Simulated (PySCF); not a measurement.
# FHO3W: the cost of one run

Programs: PySCF 2.14.0. All values are calculated, for the isolated system unless a continuum is named. Atoms count from 0, parts from 1.

### Step 1. Starting point

Each species was relaxed by itself at PBE0-D3(BJ)/def2-SVP.

### Step 2. Reaction energy: PBE0-D3(BJ)/def2-TZVPD

Job settings and geometry (Å):

```
{"job": {"kind": "react", "xc": "PBE0", "basis": "def2-TZVPD", "disp": "d3bj"}, "charge": 0, "multiplicity": 1}
-1 H2O3W charge 0 multiplicity 1
O     -1.473040    -0.721750    -0.834850
W     -0.334800    -0.051260     0.234480
O     -0.338340    -0.958500     1.672930
O      1.377130     0.238010    -0.472140
H     -1.056210     1.435460     0.704620
H      1.825400     0.058100    -1.304890

-1 F2 charge 0 multiplicity 1
F      0.630030    -0.215620    -0.174080
F     -0.630030     0.215620     0.174080

+1 FHO3W charge 0 multiplicity 1
O      0.355850    -1.283520    -1.269950
W     -0.164120    -0.407640     0.088990
O      0.848920    -0.893080     1.362620
O      0.087010     1.411810    -0.230340
F     -1.935560    -0.841280     0.487240
H      0.807900     2.013730    -0.438530

+1 FH charge 0 multiplicity 1
F      0.443980    -0.065110    -0.101760
H     -0.443980     0.065110     0.101760
```

Method: PBE0-D3(BJ)/def2-TZVPD reaction energy of separated species, gas phase.

On the command line:

```console
$ OMP_NUM_THREADS=1 python cluster_run.py task.json out
```

One launch serves the whole session: the jobs run in the order shown.

Q: Estimate the wall time and peak memory of this first job on 1 thread of Arm Neoverse V2, shared host.

About 16 s, with a peak of 0.62 GiB.
